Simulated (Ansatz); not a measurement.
# BClFH₂N: a ladder of functionals and wavefunction methods

How much do the methods differ for BClFH₂N? The plan is to run it at one geometry with functionals of several rungs and with coupled cluster. The yardstick is the atomisation energy at the CCSD(T) limit.

Method: functionals in def2-TZVPP, the program's frozen cores in correlated methods; program: Ansatz 0.2.0, Gaussian basis.

Plan: LDA (SPW92), PBE-D4, revPBE-D4, BLYP-D4, r2SCAN-D4, B97M-V, PBE0-D4, B3LYP-D4, r2SCANh-D4, r2SCAN0-D4, HSE06-D4, BHLYP-D4, CAM-B3LYP-D4, LC-ωPBE, ωB97X-V, ωB97M-V, B2PLYP, PBE-QIDH; CCSD(T)/def2-SVP; CCSD(T)/def2-TZVPP; MP2/def2-QZVPP; extrapolation to the limit; RPA on PBE.

## 1. The relaxed structure

All runs share one geometry, relaxed beforehand with PBE0-D4 in a triple-zeta def2 set.

6 atoms, charge 0, spin multiplicity 1.

Atoms are counted from 1 here; the program's logs count them from 0.

Bond lengths: N1–B2 1.388 Å, N1–H5 1.003 Å, N1–H6 1.005 Å, B2–F3 1.328 Å, B2–Cl4 1.766 Å. Angles: B2–N1–H5 122.7°, B2–N1–H6 122.0°, H5–N1–H6 115.3°, N1–B2–F3 120.6°, N1–B2–Cl4 121.2°, F3–B2–Cl4 118.2°.

## 2. LDA

This LDA is Slater exchange with PW92 correlation.

Contents of in.yaml:

```yaml
crystal:
  periodic: [false, false, false]
  atoms:
    - {symbol: N, position_ang: [0.003750, 0.770727, 0.025537]}
    - {symbol: B, position_ang: [0.054861, -0.615438, 0.062653]}
    - {symbol: F, position_ang: [0.564801, -1.245740, 1.114621]}
    - {symbol: Cl, position_ang: [-0.552576, -1.588821, -1.279232]}
    - {symbol: H, position_ang: [-0.374444, 1.278886, -0.752615]}
    - {symbol: H, position_ang: [0.345807, 1.336487, 0.782837]}
basis:
  gaussian: {orbitals: def2-TZVPP}
hamiltonian: {xc: lda}
output: {orbitals: {seedname: orbitals}}
```

Further steps of the session: PBE-D4 (GGA); revPBE-D4 (GGA); BLYP-D4 (GGA); r2SCAN-D4 (meta-GGA); B97M-V (meta-GGA); PBE0-D4 (hybrid); B3LYP-D4 (hybrid); r2SCANh-D4 (hybrid); r2SCAN0-D4 (hybrid); HSE06-D4 (hybrid); BHLYP-D4 (hybrid); CAM-B3LYP-D4 (range-separated); LC-ωPBE-D4 (range-separated); ωB97X-V (range-separated); ωB97M-V (range-separated); B2PLYP (double hybrid); PBE-QIDH (double hybrid); CCSD(T) in def2-SVP; CCSD(T) in def2-TZVPP; MP2 in def2-QZVPP; RPA on PBE orbitals.

**Question.** What will the summary of the whole plan be? Wanted: atomisation energy, CCSD(T)/CBS; farthest beyond LDA; mean size of error, GGA; mean size of error, meta-GGA; mean size of error, hybrid; mean size of error, range-separated; mean size of error, double hybrid; gap, smallest and largest; T1 diagnostic.

The runs gave:

| quantity | value |
| --- | --- |
| atomisation energy, CCSD(T)/CBS | 2391.6 kJ/mol |
| functionals within 12.0 kJ/mol (0.5 %) | revPBE-D4, B3LYP-D4, r2SCANh-D4, B2PLYP, PBE-QIDH |
| farthest beyond LDA | PBE-D4 (+79.7 kJ/mol) |
| mean size of error, GGA | 34.3 kJ/mol |
| mean size of error, meta-GGA | 23.1 kJ/mol |
| mean size of error, hybrid | 25.8 kJ/mol |
| mean size of error, range-separated | 20.5 kJ/mol |
| mean size of error, double hybrid | 5.6 kJ/mol |
| gap, smallest and largest | 6.83 eV (BLYP-D4), 14.14 eV (LC-ωPBE) |
| T1 diagnostic | 0.0109 |
| triples share of the correlation energy | 3.5 % |

What this shows: The LDA atomisation energy is off by 390.3 kJ/mol (16 %): it overbinds. PBE-D4 misses by +79.7 kJ/mol. Double hybrids carry the basis error of their MP2 part in triple zeta, and no dispersion term here, so their miss is partly the set-up's. Taken by rung, double hybrid functionals do best (5.6 kJ/mol on average) and GGA ones worst beyond LDA (34.3 kJ/mol). Misses under about 12.0 kJ/mol are within the doubt on the reference itself, which lacks core-valence correlation, relativity and higher excitations. Hartree-Fock recovers 73 % of the binding; the rest is correlation. CCSD(T) in def2-SVP is off by -128.0 kJ/mol, more than most functionals: a good method in a small basis is no reference. The gap grows from 6.8 to 14.1 eV across the functionals, mostly with the share of exact exchange.
